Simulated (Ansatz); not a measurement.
# Ti2BN (P6/mmm) in Ansatz: notebook

The runs below take Ti2BN through single point, with PBE.

Program: Ansatz 0.2.0. These are calculated values, not measurements. Logs are shortened: lines on timing, memory, paths and dates and some standing lists are left out, and cuts for length are marked.

### Step 1. Starting point

Symmetry: P6/mmm, No. 191, hexagonal system. Conventional cell: a = 3.009 Å, b = 3.009 Å, c = 5.826 Å, α = 90.00°, β = 90.00°, γ = 120.00°. Ti (site symmetry 6mm) has 1 B at 1.42 Å and 1 N at 1.49 Å as nearest neighbours. B (site symmetry 6/mmm) has 2 Ti at 1.42 Å as nearest neighbours. N (site symmetry 6/mmm) is surrounded by 2 Ti at 1.49 Å.

The cell was built by a generator and needn't be a form met in nature.

### Step 2. Single point, PBE, 10.74 Å³/atom (volume scaled by 0.94)

Contents of input.yaml:

```yaml
crystal:
  lattice:
    - [2.9480165512, 0.0, 0.0]
    - [-1.4740082756, 2.553057228, 0.0]
    - [0.0, 0.0, 5.7074060878]
  atoms:
    - { symbol: Ti, position: [0.0, 0.0, 0.25656257] }
    - { symbol: Ti, position: [0.0, 0.0, 0.74343743] }
    - { symbol: B, position: [0.0, 0.0, 0.5] }
    - { symbol: "N", position: [0.0, 0.0, 0.0] }
kpoints:
  mp_grid: { grid: [10, 10, 5] }
scf:
  occupations: { method: fermi_dirac, width: 0.05 }
hamiltonian:
  xc: pbe
  pseudopotentials: { kind: all_electron, lapw: { basis_error: 0.001 } }
output:
  forces: true
  stress: true
  eigenvalues: true
```

Potentials or basis: all-electron LAPW, scalar-relativistic.

The run is started by

```
$ ansatz run input.yaml --threads 2 --pin off --max-ram 6144MiB --backend cpu --events-out ev --progress --plain --runs-dir out
```

Standard output:

```text
Warning: RAYON_NUM_THREADS=2 ignored (pool sized by the plan → 2); use --threads N
LAPW: plane waves up to 13.594 Å⁻¹, error target 1.0e-3 eV per atom; small_component_spin mean_spin; B in spheres of 0.601 Å, 5 of its electrons in bands, Dirac shells []; N in spheres of 0.676 Å, 7 of its electrons in bands, Dirac shells []; Ti in spheres of 0.789 Å, 20 of its electrons in bands, Dirac shells [] (how accurate: hamiltonian.pseudopotentials.lapw.basis_error, Limitations)
Engine: ansatz 0.2.0, aarch64-unknown-linux-gnu
Pseudopotentials: kind: all_electron
Pseudopotential: Ti, LAPW, valence charge 20, lapw/all_electron/scalar/gaussian/Ti, Koelling and Harmon's equation, gaussian nucleus
Pseudopotential: B, LAPW, valence charge 5, lapw/all_electron/scalar/gaussian/B, Koelling and Harmon's equation, gaussian nucleus
Pseudopotential: N, LAPW, valence charge 7, lapw/all_electron/scalar/gaussian/N, Koelling and Harmon's equation, gaussian nucleus
Functional definition: PBE
  parameter kappa = 0.804
  parameter beta = 0.06672455060314922
  exchange = pbe_x(kappa = kappa, mu = beta*pi^2/3)
  correlation = pbe_c(beta = beta)
Crystal: 4 atoms, lattice volume = 42.957 Å³
Basis set: ecut = 704.0267894082864 eV, 1813 PW (Γ), exchange–correlation at level 2
Bands: 32, of which v1, the nominal top of the filled ones, is band 26 counted from 1 (25 counted from 0)
Symmetry: 24 space group operations
Space group: P6/mmm (ITA 191), of the structure as read, at distance tolerance 3.5e-5 Å
k-points: 42 of 500
Non-local potential: Ti, projectors of the file, none
Non-local potential: B, projectors of the file, none
Non-local potential: N, projectors of the file, none
Initial density: superposition of atomic densities (chi_scale 0.1, normalization cell, long waves kept (reshape's long-wave potential 0.36 eV rms))
Initial wavefunctions: plane waves of lowest kinetic energy (no species holds an atomic orbital)
Functional: x = pbe(κ = 0.804, μ = 0.2195149727645171), c = pbe(β = 0.06672455060314922)
iter 1 solved again at ethr=4.59e-2 eV; its pass at ethr=1.00e-1 eV (dr2=2.38e1 eV) is discarded
SCF iter   1: F=—  HF=-48619.769308 eV  |F-HF|=—  |Δ(HF+E_count)|=         —  Δρ=2.10e-1  dr2=2.39e1  ethr=4.59e-2  ⟨swp⟩=2.1  Hψ=9311  notcnv=0
preconditioner: auto → Kerker (q_TF=auto, 2.817 Å⁻¹)  [metal: Δε(μ)=0.059 eV  Ē_g=8.873 eV  σ=0.050 eV  W_gap=0.28  n_scr=22 (ndim 8)  ℏωp=22.7 eV  f_vac=0.000  D(μ)=1.26/eV (n_scr^D=4)]
SCF iter   2: F=—  HF=-48613.583572 eV  |F-HF|=—  |Δ(HF+E_count)|=    6.19e0  Δρ=8.32e-2  dr2=5.03e0  ethr=4.59e-2  ⟨swp⟩=3.0  Hψ=3534  notcnv=0
SCF iter   3: F=—  HF=-48612.422557 eV  |F-HF|=—  |Δ(HF+E_count)|=    1.16e0  Δρ=3.90e-2  dr2=1.07e0  ethr=9.67e-3  ⟨swp⟩=3.0  Hψ=3996  notcnv=0
SCF iter   4: F=—  HF=-48612.173916 eV  |F-HF|=—  |Δ(HF+E_count)|=         —  Δρ=1.36e-2  dr2=1.19e-1  ethr=2.05e-3  ⟨swp⟩=3.0  Hψ=3958  notcnv=0
the basis was enlarged: its passes take 493.5 KiB over the memory plan, 2 of 2 planned eigensolver slots
SCF iter   5: F=—  HF=-48612.153060 eV  |F-HF|=—  |Δ(HF+E_count)|=   2.09e-2  Δρ=4.84e-3  dr2=3.15e-2  ethr=2.29e-4  ⟨swp⟩=3.0  Hψ=3989  notcnv=0
SCF iter   6: F=—  HF=-48612.149251 eV  |F-HF|=—  |Δ(HF+E_count)|=   3.81e-3  Δρ=2.45e-3  dr2=8.55e-3  ethr=6.05e-5  ⟨swp⟩=2.0  Hψ=3536  notcnv=0
SCF iter   7: F=—  HF=-48612.148018 eV  |F-HF|=—  |Δ(HF+E_count)|=   1.23e-3  Δρ=9.81e-4  dr2=9.33e-4  ethr=1.64e-5  ⟨swp⟩=3.0  Hψ=3813  notcnv=0
iter 8 solved again at ethr=1.27e-7 eV; its pass at ethr=1.79e-6 eV (dr2=6.62e-5 eV) is discarded
SCF iter   8: F=—  HF=-48612.147807 eV  |F-HF|=—  |Δ(HF+E_count)|=   2.11e-4  Δρ=3.17e-4  dr2=6.61e-5  ethr=1.27e-7  ⟨swp⟩=2.0  Hψ=6521  notcnv=0
SCF iter   9: F=—  HF=-48612.147794 eV  |F-HF|=—  |Δ(HF+E_count)|=   1.28e-5  Δρ=1.06e-4  dr2=4.62e-6  ethr=1.27e-7  ⟨swp⟩=3.0  Hψ=3796  notcnv=0
SCF iter  10: F=—  HF=-48612.147793 eV  |F-HF|=—  |Δ(HF+E_count)|=   4.52e-7  Δρ=3.21e-5  dr2=3.41e-7  ethr=8.88e-9  ⟨swp⟩=3.0  Hψ=3676  notcnv=0
SCF iter  11: F=-48612.147793 eV  HF=-48612.147793 eV  |F-HF|=9.47e-8  |Δ(HF+E_count)|=   2.57e-8  Δρ=1.25e-5  dr2=8.45e-8  ethr=6.55e-10  ⟨swp⟩=3.0  Hψ=3850  notcnv=0
SCF 1 converged in 11 iterations: F = -48612.147793 eV  dr2 = 8.45e-8
SCF converged after 11 iterations
Free energy (F): -48612.147793 eV
Harris-Foulkes:  -48612.147793 eV  (|F-HF|=9.47e-8)
Internal energy: -48612.129339 eV  (E = F + TS)
E sigma→0 (E₀):  -48612.138566 eV
Entropy (-TS):   -0.018454 eV (-4.614 meV/atom)
Fermi energy:    14.285734 eV
--- Per-component energies (eV) ---
  E_band       = -8433.866373
  E_kinetic    = 49161.486010
  E_xc         = -2614.705426
  E_electrostatic = -95158.909923  (all electrons and nuclei)
  E_smearing   = -0.018454  (= −TS)
  E_closure    = 0.000000  (closes the sum)
  E_atoms      = -48604.471678  (free atoms, spherical and without spin; not in F)
  Σ components = -48612.147793   (vs F -48612.147793, Δ=0.00e0)
  Basis errors (estimates in eV, not in F): energy 5.6e-4 per atom: plane waves 5.1e-4 (3.3e-4 summed), levels above the bands 5.8e-20, relativity 1.7e-7, radial functions 5.0e-5, core shells 6.9e-11; eigenvalues (radial functions only) 4.3e-6; not estimated: angular momenta, meshes, grids; target (lapw.basis_error) 1.0e-3; muffin-tin radii B 0.601 Å, N 0.676 Å, Ti 0.789 Å
--- Forces (eV/Å), atoms counted from 1 ---
  atom   1  Ti     0.00000000     0.00000000    -4.99386942
  atom   2  Ti     0.00000000    -0.00000000     4.99386942
  atom   3  B     -0.00000000    -0.00000000     0.00000000
  atom   4  N     -0.00000000     0.00000000     0.00000000
  max |Σ_I F_I| component: 2.89e-30 eV/Å
--- Stress (GPa, compression-positive) ---
       18.582080       0.000000       0.000000
        0.000000      18.582080       0.000000
        0.000000       0.000000     370.494883
  P = ⅓ Tr σ = 135.8863 GPa (1358.863 kbar)
--- Band table (eV; the first three rows and the last of 42) ---
  k-point 0: bands = ["-515.1752", "-515.1752", "-422.5524", "-422.5524", "-422.5524", "-422.5524", "-422.4006", "-422.4006", "-363.1177", "-159.7240", "-42.4517", "-42.4159", "-21.0565", "-20.8924", "-18.1516", "-18.1516", "-18.0296", "-18.0296", "-0.4365", "7.8240", "8.0284", "9.1409", "9.1409", "10.9414", "12.2003", "15.1548", "15.1548", "15.2733", "15.2733", "15.7074", "15.7074", "16.2135"]
  k-point 1: bands = ["-515.1752", "-515.1752", "-422.5524", "-422.5524", "-422.5524", "-422.5524", "-422.4006", "-422.4006", "-363.1177", "-159.7240", "-42.4594", "-42.4082", "-21.1354", "-20.8114", "-18.1405", "-18.1405", "-18.0410", "-18.0410", "-0.4066", "6.9742", "8.7563", "9.3210", "9.3210", "10.5069", "13.2913", "13.8368", "13.8368", "15.2014", "15.2014", "15.6533", "15.6533", "17.9090"]
  k-point 2: bands = ["-515.1752", "-515.1752", "-422.5524", "-422.5524", "-422.5524", "-422.5524", "-422.4006", "-422.4006", "-363.1177", "-159.7240", "-42.4683", "-42.3990", "-21.2120", "-20.7311", "-18.1122", "-18.1122", "-18.0698", "-18.0698", "-0.3563", "6.3529", "9.1940", "9.7078", "9.7078", "10.1649", "12.6059", "12.6059", "15.2594", "15.3198", "15.3198", "15.5229", "15.5229", "18.7321"]
  k-point 41: bands = ["-515.1752", "-515.1752", "-422.5524", "-422.5524", "-422.5524", "-422.5524", "-422.4006", "-422.4006", "-363.1177", "-159.7240", "-42.3897", "-42.3193", "-21.1208", "-20.6476", "-18.4950", "-18.4420", "-18.4013", "-18.3511", "0.5967", "7.2714", "7.7235", "7.8372", "9.3078", "10.0021", "14.4245", "14.5789", "14.7024", "14.8453", "15.8130", "17.2993", "18.5405", "18.9010"]
```

It took 32 s on 2 threads of Arm Neoverse V2, shared host; peak memory 0.71 GiB.

Results:

| Item | Value |
| --- | --- |
| Free energy | -48612.1478 eV |
| Pressure | 135.9 GPa |
| Largest force | 4.994 eV/Å |
| Band gap on the k mesh | none (metal or under the smearing width) |

Caveat: forces of over 1 eV/Å show positions far from the minimum, so gaps and moduli don't describe the material at rest.

### Step 3. Single point, PBE, 10.97 Å³/atom (volume scaled by 0.96)

Edit input.yaml of step 2 so:

```diff
@@ -2,5 +2,5 @@
   lattice:
-    - [2.9480165512, 0.0, 0.0]
-    - [-1.4740082756, 2.553057228, 0.0]
-    - [0.0, 0.0, 5.7074060878]
+    - [2.9687779152, 0.0, 0.0]
+    - [-1.4843889576, 2.5710370967, 0.0]
+    - [0.0, 0.0, 5.7476004127]
   atoms:
```

Potentials or basis: all-electron LAPW, scalar-relativistic.

The run is started by

```
$ ansatz run input.yaml --threads 2 --pin off --max-ram 6144MiB --backend cpu --events-out ev --progress --plain --runs-dir out
```

It took 31 s on 2 threads of Arm Neoverse V2, shared host; peak memory 0.72 GiB.

The run converged. Its results:

```yaml
Free_energy: -48612.9010 eV
Pressure: 128.3 GPa
Largest_force: 5.160 eV/Å
Band_gap_on_the_k_mesh: none (metal or under the smearing width)
```

Caveat: forces of over 1 eV/Å show positions far from the minimum, so gaps and moduli don't describe the material at rest.

### Step 4. Single point, PBE, 11.20 Å³/atom (volume scaled by 0.98)

Edit input.yaml of step 3 so:

```diff
@@ -2,5 +2,5 @@
   lattice:
-    - [2.9687779152, 0.0, 0.0]
-    - [-1.4843889576, 2.5710370967, 0.0]
-    - [0.0, 0.0, 5.7476004127]
+    - [2.9892528926, 0.0, 0.0]
+    - [-1.4946264463, 2.5887689473, 0.0]
+    - [0.0, 0.0, 5.7872402889]
   atoms:
```

The run is started by

```
$ ansatz run input.yaml --threads 2 --pin off --max-ram 6144MiB --backend cpu --events-out ev --progress --plain --runs-dir out
```

Wall time 31 s (2 threads of Arm Neoverse V2, shared host); peak memory 0.72 GiB.

The run converged. Its results:

```yaml
Free_energy: -48613.6121 eV
Pressure: 121.1 GPa
Largest_force: 5.308 eV/Å
Band_gap_on_the_k_mesh: none (metal or under the smearing width)
```

Caveat: forces of over 1 eV/Å show positions far from the minimum, so gaps and moduli don't describe the material at rest.

### Step 5. Single point, PBE, 11.42 Å³/atom

Edit input.yaml of step 4 so:

```diff
@@ -2,5 +2,5 @@
   lattice:
-    - [2.9892528926, 0.0, 0.0]
-    - [-1.4946264463, 2.5887689473, 0.0]
-    - [0.0, 0.0, 5.7872402889]
+    - [3.00945116, 0.0, 0.0]
+    - [-1.50472558, 2.60626116, 0.0]
+    - [0.0, 0.0, 5.82634445]
   atoms:
```

The run is started by

```
$ ansatz run input.yaml --threads 2 --pin off --max-ram 6144MiB --backend cpu --events-out ev --progress --plain --runs-dir out
```

It took 31 s on 2 threads of Arm Neoverse V2, shared host; peak memory 0.72 GiB.

Results (log left out):

```yaml
Free_energy: -48614.2833 eV
Pressure: 114.3 GPa
Largest_force: 5.433 eV/Å
Band_gap_on_the_k_mesh: none (metal or under the smearing width)
```

Caveat: forces of over 1 eV/Å show positions far from the minimum, so gaps and moduli don't describe the material at rest.

### Step 6. Single point, PBE, 11.65 Å³/atom (volume scaled by 1.02)

Edit input.yaml of step 5 so:

```diff
@@ -2,5 +2,5 @@
   lattice:
-    - [3.00945116, 0.0, 0.0]
-    - [-1.50472558, 2.60626116, 0.0]
-    - [0.0, 0.0, 5.82634445]
+    - [3.029381881, 0.0, 0.0]
+    - [-1.5146909405, 2.6235216707, 0.0]
+    - [0.0, 0.0, 5.8649306371]
   atoms:
```

Potentials or basis: all-electron LAPW, scalar-relativistic.

The run is started by

```
$ ansatz run input.yaml --threads 2 --pin off --max-ram 6144MiB --backend cpu --events-out ev --progress --plain --runs-dir out
```

Wall time 31 s (2 threads of Arm Neoverse V2, shared host); peak memory 0.71 GiB.

The run converged. Its results:

```yaml
Free_energy: -48614.9166 eV
Pressure: 107.8 GPa
Largest_force: 5.538 eV/Å
Band_gap_on_the_k_mesh: none (metal or under the smearing width)
```

Caveat: forces of over 1 eV/Å show positions far from the minimum, so gaps and moduli don't describe the material at rest.

### Step 7. Single point, PBE, 11.88 Å³/atom (volume scaled by 1.04)

Edit input.yaml of step 6 so:

```diff
@@ -2,5 +2,5 @@
   lattice:
-    - [3.029381881, 0.0, 0.0]
-    - [-1.5146909405, 2.6235216707, 0.0]
-    - [0.0, 0.0, 5.8649306371]
+    - [3.0490537431, 0.0, 0.0]
+    - [-1.5245268715, 2.6405580031, 0.0]
+    - [0.0, 0.0, 5.9030156694]
   atoms:
```

The run is started by

```
$ ansatz run input.yaml --threads 2 --pin off --max-ram 6144MiB --backend cpu --events-out ev --progress --plain --runs-dir out
```

It took 35 s on 2 threads of Arm Neoverse V2, shared host; peak memory 0.74 GiB.

The run converged. Its results:

```
Free energy            : -48615.5140 eV
Pressure               : 101.7 GPa
Largest force          : 5.629 eV/Å
Band gap on the k mesh : none (metal or under the smearing width)
```

Caveat: forces of over 1 eV/Å show positions far from the minimum, so gaps and moduli don't describe the material at rest.

### Step 8. Single point, PBE, 12.11 Å³/atom (volume scaled by 1.06)

Edit input.yaml of step 7 so:

```diff
@@ -2,5 +2,5 @@
   lattice:
-    - [3.0490537431, 0.0, 0.0]
-    - [-1.5245268715, 2.6405580031, 0.0]
-    - [0.0, 0.0, 5.9030156694]
+    - [3.0684749912, 0.0, 0.0]
+    - [-1.5342374956, 2.6573772973, 0.0]
+    - [0.0, 0.0, 5.9406155091]
   atoms:
```

The run is started by

```
$ ansatz run input.yaml --threads 2 --pin off --max-ram 6144MiB --backend cpu --events-out ev --progress --plain --runs-dir out
```

Wall time 34 s (2 threads of Arm Neoverse V2, shared host); peak memory 0.72 GiB.

Results (log left out):

```
Free energy            : -48616.0778 eV
Pressure               : 96.0 GPa
Largest force          : 5.710 eV/Å
Band gap on the k mesh : none (metal or under the smearing width)
```

Caveat: forces of over 1 eV/Å show positions far from the minimum, so gaps and moduli don't describe the material at rest.
